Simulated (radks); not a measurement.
# The first electron to leave Dy²⁺

Dy²⁺ stands in [Xe] 4f10. From which sub-shell is an electron easiest to take? Each removal is a run of its own. The parent's configuration is the lowest that an earlier search found at this level.

The numbers are computed with radks (a radial shooting solver on a logarithmic mesh, Libxc functionals) version 1 (scalar-relativistic Kohn-Sham, PBE, spin-polarised, spherical densities, finite nucleus; open shells are filled with parallel spins first), except any that are marked as measured or tabulated.

5 further runs of the same task are left out: 1 that didn't finish, 4 set aside as unsound or not needed.

### Step 1. The system

| Property | Result |
| --- | --- |
| element | dysprosium (Z = 66) |
| charge | +2 |
| electrons | 64 |
| configuration | [Xe] 4f10 |
| nuclear rms radius | 5.2218 fm |

The outer shells:

Dy²⁺
```
[Xe] core
4f [↑↓][↑↓][↑↓][↑ ][↑ ][↑ ][↑ ]
```

### Step 2. The parent, Dy²⁺

The parent was computed earlier with the same settings: E = -12155.625828 hartree. Its outer levels (eV):

```csv
level,occupation,energy (eV)
4d up,5,-168.35
4d down,5,-164.98
5s up,1,-63.775
5s down,1,-62.047
5p up,3,-39.940
5p down,3,-38.692
4f up,7,-18.311
4f down,3,-15.381
```

### Step 3. Remove 4f: [Xe] 4f9

The run's settings:

```text
Z 66
configuration [Xe] 4f9
relativity scalar-relativistic
functional pbe,pbe
spin polarised
nucleus finite rms 5.2218 fm
c 137.035999084
```

### Step 4. Remove 5p: [Kr] 4d10 4f10 5s2 5p5

Settings, as their differences from step 3:

```diff
@@ -1,3 +1,3 @@
 Z 66
-configuration [Xe] 4f9
+configuration [Kr] 4d10 4f10 5s2 5p5
 relativity scalar-relativistic
```

### Step 5. Remove 5s: [Kr] 4d10 4f10 5s1 5p6

The run's settings:

```text
Z 66
configuration [Kr] 4d10 4f10 5s1 5p6
relativity scalar-relativistic
functional pbe,pbe
spin polarised
nucleus finite rms 5.2218 fm
c 137.035999084
```

### Step 6. Remove 4d: [Kr] 4d9 4f10 5s2 5p6

The run's settings:

```text
Z 66
configuration [Kr] 4d9 4f10 5s2 5p6
relativity scalar-relativistic
functional pbe,pbe
spin polarised
nucleus finite rms 5.2218 fm
c 137.035999084
```

### Step 7. Ion rearranged (move 4f to 6s after a removal): [Xe] 4f8 6s1

The run's settings:

```text
Z 66
configuration [Xe] 4f8 6s1
relativity scalar-relativistic
functional pbe,pbe
spin polarised
nucleus finite rms 5.2218 fm
c 137.035999084
```

### Step 8. Ion rearranged (move 4f to 6p after a removal): [Xe] 4f8 6p1

Settings, as their differences from step 7:

```diff
@@ -1,3 +1,3 @@
 Z 66
-configuration [Xe] 4f8 6s1
+configuration [Xe] 4f8 6p1
 relativity scalar-relativistic
```

### Step 9. Ion rearranged (move 4f to 5d after a removal): [Xe] 4f8 5d1

Settings, as their differences from step 8:

```diff
@@ -1,3 +1,3 @@
 Z 66
-configuration [Xe] 4f8 6p1
+configuration [Xe] 4f8 5d1
 relativity scalar-relativistic
```

What does the calculation give? Wanted: for each run, case; final configuration; Δ-SCF; −ε of the level emptied.

**Answer**, as computed:

```csv
case,final configuration,Δ-SCF (eV),−ε of the level emptied (eV)
remove 4f,[Xe] 4f9,23.646,15.381
ion rearranged (move 4f to 5d after a removal),[Xe] 4f8 5d1,32.890,-
ion rearranged (move 4f to 6s after a removal),[Xe] 4f8 6s1,36.062,-
ion rearranged (move 4f to 6p after a removal),[Xe] 4f8 6p1,42.107,-
remove 5p,[Kr] 4d10 4f10 5s2 5p5,44.905,38.692
remove 5s,[Kr] 4d10 4f10 5s1 5p6,68.907,62.047
remove 4d,[Kr] 4d9 4f10 5s2 5p6,174.24,164.98
```

What this shows: Removal from 4f costs least (23.646 eV), ahead of 5p (44.905 eV). 4f is also the highest occupied level of the parent. NIST lists 22.89 eV (semi-empirical), between the same two configurations. Open shells are spherical and high-spin; term and fine-structure splittings are not resolved. Spin-orbit splitting is averaged out at the scalar-relativistic level.
